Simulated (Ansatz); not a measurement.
# H9NOSi3: the cost of one run

Program: Ansatz 0.2.0. Level of theory: RKS PBE/def2-SVP. These are calculated values, not measurements.

## 1. The structure to begin with

Bond lengths: N1–Si2 1.710 Å, Si2–Si3 2.307 Å, Si3–O4 1.732 Å, Si3–Si5 2.320 Å, N1–H6 1.090 Å, N1–H7 1.009 Å, Si2–H8 1.509 Å, Si2–H9 1.444 Å, Si3–H10 1.461 Å, O4–H11 1.036 Å, Si5–H12 1.455 Å, Si5–H13 1.502 Å, Si5–H14 1.445 Å. Angles (14 of 22 angles, heavy atoms first): N1–Si2–Si3 109.6°, Si2–Si3–O4 111.6°, Si2–Si3–Si5 104.9°, O4–Si3–Si5 109.8°, N1–Si2–H8 106.1°, N1–Si2–H9 107.8°, Si3–Si2–H8 110.7°, Si3–Si2–H9 112.8°, Si2–N1–H6 104.8°, Si2–N1–H7 109.7°, Si2–Si3–H10 112.0°, O4–Si3–H10 106.3°, Si5–Si3–H10 112.3°, Si3–O4–H11 110.0°.

As a file:

```xyz
14

N    -2.0053   -0.1283    1.7313
Si   -1.2700    0.4994    0.3208
Si    0.4951   -0.8511   -0.2970
O     1.4601   -1.3039    1.0681
Si    1.7523    0.4420   -1.7556
H    -2.9052    0.4712    1.8659
H    -1.4451    0.1016    2.5387
H    -0.7834    1.8812    0.6823
H    -2.2857    0.5961   -0.7014
H     0.0421   -2.0968   -0.9118
H     0.9204   -1.9302    1.6919
H     0.9303    0.8492   -2.8853
H     2.1716    1.7191   -1.0855
H     2.9097   -0.2786   -2.2336
```

## 2. End point A

Input file input.yaml:

```yaml
crystal:
  periodic: [false, false, false]
  atoms:
    - { symbol: "N", position_ang: [-2.0053, -0.1283, 1.7313] }
    - { symbol: Si, position_ang: [-1.27, 0.4994, 0.3208] }
    - { symbol: Si, position_ang: [0.4951, -0.8511, -0.297] }
    - { symbol: O, position_ang: [1.4601, -1.3039, 1.0681] }
    - { symbol: Si, position_ang: [1.7523, 0.442, -1.7556] }
    - { symbol: H, position_ang: [-2.9052, 0.4712, 1.8659] }
    - { symbol: H, position_ang: [-1.4451, 0.1016, 2.5387] }
    - { symbol: H, position_ang: [-0.7834, 1.8812, 0.6823] }
    - { symbol: H, position_ang: [-2.2857, 0.5961, -0.7014] }
    - { symbol: H, position_ang: [0.0421, -2.0968, -0.9118] }
    - { symbol: H, position_ang: [0.9204, -1.9302, 1.6919] }
    - { symbol: H, position_ang: [0.9303, 0.8492, -2.8853] }
    - { symbol: H, position_ang: [2.1716, 1.7191, -1.0855] }
    - { symbol: H, position_ang: [2.9097, -0.2786, -2.2336] }
basis:
  gaussian: { orbitals: def2-SVP }
hamiltonian:
  xc: pbe
relax:
  f_tol: 0.015
  max_steps: 40
output:
  orbitals: {}
```

Command:

```console
> ansatz run input.yaml --threads 2 --pin off --max-ram 3072MiB --backend cpu --events-out ev --progress --plain --runs-dir out
```

Q: Estimate wall time and peak memory on 2 threads of Arm Neoverse V2, shared host.

About 81 s, with a peak of 0.17 GiB.
